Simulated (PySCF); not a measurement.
# CCl2F3Ga (GaCl2(CF3)): the cost of one run

The runs use PySCF 2.14.0, with density-fitted response routines of our own; the level of theory stands in each step. All values are computed, except where a source is named. Atoms are numbered from 0 throughout.

### Step 1. The starting structure

7 atoms, charge 0, multiplicity 1; geometry from: GFN2-xTB. The atoms were then displaced at random by about 0.03 Å, so the start is not that level's minimum.

Bonds of the start (Å): Ga0–Cl1 2.00, Ga0–Cl2 2.21, Ga0–C3 1.99, C3–F4 1.30, C3–F5 1.36, C3–F6 1.41.

### Step 2. Geometry optimisation at PBE0-D3(BJ)/def2-SVP

What the job is given:

```
{"job": {"xc": "PBE0", "basis": "def2-SVP", "d3": "d3bj", "grid": 1, "maxiter": 40, "shake": 0.03, "kind": "geom"}, "charge": 0, "multiplicity": 1}
Ga     0.631880     0.906640    -0.004970
Cl     2.633380     0.853200     0.052540
Cl    -0.632210     2.719120    -0.041190
C     -0.374230    -0.814980    -0.029920
F      0.179980    -1.778640     0.651540
F     -0.695890    -1.308440    -1.256770
F     -1.651050    -0.678920     0.560220
```

Run with:

```sh
$ OMP_NUM_THREADS=1 python probes_run.py task.json out
```

The driver reads the jobs from task.json and runs them one after another.

**Question.** How long does this first job take on 1 thread of AMD EPYC, shared host, and how much memory does it need?

About 3.7 min, with a peak of 0.56 GiB.
